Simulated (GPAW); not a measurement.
The system is Ta3AsAu2O13.

```
Ta As Au O
1.0
     5.45204    0.00000    0.00000
    -2.72602    4.72161    0.00000
     0.00000    0.00000    9.57902
Ta As Au O
3 1 2 13
Direct
  0.00000 0.00000 0.19408
  0.00000 0.00000 0.80592
  0.66667 0.33333 0.00000
  0.00000 0.00000 0.50000
  0.33333 0.66667 0.27428
  0.33333 0.66667 0.72572
  0.00000 0.00000 0.00000
  0.23947 0.97129 0.36402
  0.02871 0.26818 0.36402
  0.73182 0.76053 0.36402
  0.23947 0.97129 0.63598
  0.02871 0.26818 0.63598
  0.73182 0.76053 0.63598
  0.38452 0.33425 0.85844
  0.66575 0.05027 0.85844
  0.94973 0.61548 0.85844
  0.38452 0.33425 0.14156
  0.66575 0.05027 0.14156
  0.94973 0.61548 0.14156
```

The cell was built by a generator and needn't be a form met in nature.

Program: GPAW 26.7.0. Alike in all runs: task band structure; no spin polarisation; cell as given; k mesh 4 × 4 × 2; cutoff (eV) 800; smearing fermi-dirac 0.05 eV.

Task: Order these runs on this cell by their pressure, lowest first.
A. level PW91; potentials or basis PAW data sets generated in the run's folder for this functional, pw
B. level revPBE; potentials or basis the program's PAW data sets (release 1.2.1) made for this functional, pw
C. level SCAN; potentials or basis GPAW PAW data sets (gpaw-data 1.2.1), pw
D. level AM05; potentials or basis PAW data sets generated in the run's folder for this functional, pw

Result: C (-6.2 GPa), D (-4.4 GPa), A (0.5 GPa), B (4.6 GPa).

Caveats: with this Au data set, volumes or pressures lay over 1.5 % or 2 GPa off other programs in two to four cells of ten; the PAW data sets were made with another functional, which shifts forces and pressure a little (some runs).

Runs at the PBE level aren't shown here.
